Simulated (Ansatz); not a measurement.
# SiC (Moissanite 3C): further runs on the relaxed cell

An exercise on one series of results from a longer session: the logs are not shown, and one member is left open.

Program: Ansatz 0.2.0. Level of theory: DFT r2SCAN, scalar-relativistic, plane waves, PAW. These are calculated values, not measurements.

1 further run of the same task is left out (set aside as unsound or not needed).

## Starting point

It takes space group F-43m (No. 216, cubic). The conventional cell has a = 4.356 Å, b = 4.356 Å, c = 4.356 Å, α = 90.00°, β = 90.00°, γ = 90.00°. Si (site symmetry -43m) has 4 C at 1.89 Å as nearest neighbours. Around C (site symmetry -43m) lie 4 Si at 1.89 Å.

Coordinates:

```
CELL_PARAMETERS angstrom
0.00000 2.17818 2.17818
2.17818 0.00000 2.17818
2.17818 2.17818 0.00000
ATOMIC_POSITIONS crystal
Si 0.00000 0.00000 0.00000
C 0.25000 0.25000 0.25000
```

This cell was relaxed beforehand with the same method: volume 10.33 Å³/atom, gap on the mesh 1.71 eV.

The first run:

File input.yaml:

```yaml
crystal:
  lattice:
    - [0.0, 2.1781773184, 2.1781773184]
    - [2.1781773184, 0.0, 2.1781773184]
    - [2.1781773184, 2.1781773184, 0.0]
  atoms:
    - { symbol: Si, position: [0.0, 0.0, 0.0] }
    - { symbol: C, position: [0.25, 0.25, 0.25] }
basis:
  ecutwfc: 500
kpoints:
  mp_grid: { grid: [10, 10, 10] }
  band_path:
    path:
      - [[0.0, 0.0, 0.0], [-0.5, -0.5, 0.0], [-0.375, -0.375, 0.25]]
      - [[-0.375, 0.0, 0.375], [0.0, 0.0, 0.0], [0.0, 0.0, 0.5], [-0.5, -0.25, 0.25], [-0.5, -0.5, 0.0]]
    npoints: 14
hamiltonian:
  xc: r2scan
scf:
  occupations: { method: gaussian, width: 0.02 }
  n_extra_bands: 6
output:
  forces: true
  stress: true
  eigenvalues: true
  populations: true
  dos: { projected: true, de: 0.02, nscf_kmesh: { grid: [15, 15, 15] } }
  bader: true
  write_density: true
  write_potential: true
  elf: true
  volumetric_format: npy
```

Started as:

```bash
> ansatz run input.yaml --threads 1 --pin off --max-ram 2560MiB --backend cpu --events-out ev --progress --plain --runs-dir out
```

Steps of the session up to this table: Static run: bands, density of states and charges; Seeking the band edges over the whole zone; Levels beside the edges; The cell scaled to 0.97 of its volume; Volume × 1.03; Volume × 0.94; The cell scaled to 1.06 of its volume.

One of the session's tables, all rows but one given; the rest of the session is left out.

It belongs to the step «Energy against volume». 

```
volume (Å³/atom)  energy above the lowest point (meV/atom)  pressure (GPa)  gap on the mesh (eV)
           9.714                                      29.2           15.84                  1.67
          10.024                                         ?               ?                     ?
          10.334                                       0.0            0.00                  1.71
          10.644                                       6.3           -6.35                  1.73
          10.954                                      24.0          -11.82                  1.75
```

Estimate the missing values for volume (Å³/atom) = 10.024.

Worked estimate for «energy above the lowest point (meV/atom)». A straight line through the neighbours (9.714, 29.2) and (10.334, 0.0) gives 29.2 + (0.0 − 29.2) × (10.024 − 9.714) / (10.334 − 9.714) = 14.6; a parabola fitted to 3 rows on both sides gives 7.6.

**Answer.** energy above the lowest point (meV/atom): 6.9; pressure (GPa): 7.34; gap on the mesh (eV): 1.69. In «energy above the lowest point (meV/atom)» the line misses by +7.7 and the parabola by +0.7.
